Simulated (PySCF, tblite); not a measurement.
# C4H9FNSi2 radical: geometry, infrared bands and EPR parameters

Wanted: the infrared bands and EPR parameters of C4H9FNSi2 radical (`[C]#C[SiH2]C[Si@H](F)NC`), by calculation.

The runs use tblite 0.8.0 and PySCF 2.14.0, with density-fitted response routines of our own; the level of theory stands in each step. All values are computed, except where a source is named. Atoms count from 0, in the outputs and in this text.

## 1. The molecule as given

17 atoms, charge 0, multiplicity 2; geometry from: force field or distance geometry start.

Bonds of the start (Å): C0–C1 1.20, C1–Si2 1.83, Si2–C3 1.85, C3–Si4 1.85, Si4–F5 1.68, Si4–N6 1.78, N6–C7 1.47, Si2–H8 1.46, Si2–H9 1.49, C3–H10 1.10, C3–H11 1.10, Si4–H12 1.47, N6–H13 1.03, C7–H14 1.08, C7–H15 1.10, C7–H16 1.12.

## 2. Relaxing the molecule with GFN2-xTB

The job: settings as JSON, then the geometry in Å.

```
{"job": {"kind": "relax", "xc": "GFN2-xTB", "basis": "xTB"}, "charge": 0, "multiplicity": 2}
C     -4.608100     1.717200     0.947000
C     -3.678300     0.974100     0.778200
Si    -2.252000    -0.150600     0.538100
C     -0.923900     0.816500    -0.321400
Si     0.668100    -0.108900    -0.487700
F      0.521500    -1.512800    -1.407900
N      1.451800    -0.556300     1.044300
C      2.878700    -0.721000     0.736900
H     -1.866600    -0.700200     1.838000
H     -2.779900    -1.230800    -0.335800
H     -1.289800     1.014200    -1.340900
H     -0.823600     1.781700     0.200700
H      1.603400     0.795900    -1.178100
H      1.381900     0.160900     1.786200
H      3.262400    -1.648800     1.145000
H      3.471300     0.143800     1.074800
H      2.976100    -0.762900    -0.377900
```

Command:

```sh
$ OMP_NUM_THREADS=1 python probes_run.py task.json out
```

One launch serves the whole session: the jobs run in the order shown.

**Question.** This job is followed by: GFN2-xTB harmonic vibrations, gas phase; UKS B3LYP, pcH-1 on C F H N Si, non-relativistic, mean-field spin-orbit, GIAO. What will the session give for the following? strongest single infrared mode (GFN2-xTB); zero-point energy (GFN2-xTB); g(iso) (B3LYP); ⟨S²⟩; largest a(iso) (averaged by class); surface potential, 1st and 99th percentile.

As calculated:

```
                                 quantity                  value
strongest single infrared mode (GFN2-xTB)  2264 cm⁻¹, 344 km/mol
             zero-point energy (GFN2-xTB)          72.3 kcal/mol
                           g(iso) (B3LYP)                2.00216
                                     ⟨S²⟩     0.769 (exact 0.75)
       largest a(iso) (averaged by class)   13C on C0, 892.9 MHz
    surface potential, 1st and 99th percentile     -1.09 V and 1.75 V
```

Over 108 steps the energy fell by 0.727 eV; of the close pairs, Si4–F5 changed most, 1.685 to 1.615 Å. All 45 modes are real, so the xTB geometry is a minimum. The strongest single mode, at 2264 cm⁻¹, moves mainly H12. Unscaled tight-binding wavenumbers are off by several per cent, some by more. Its intensities can rank the bands wrongly. C0 carries the largest spin population, 1.12 e. The isotropic g lies 0.2 ppt below the free-electron value.
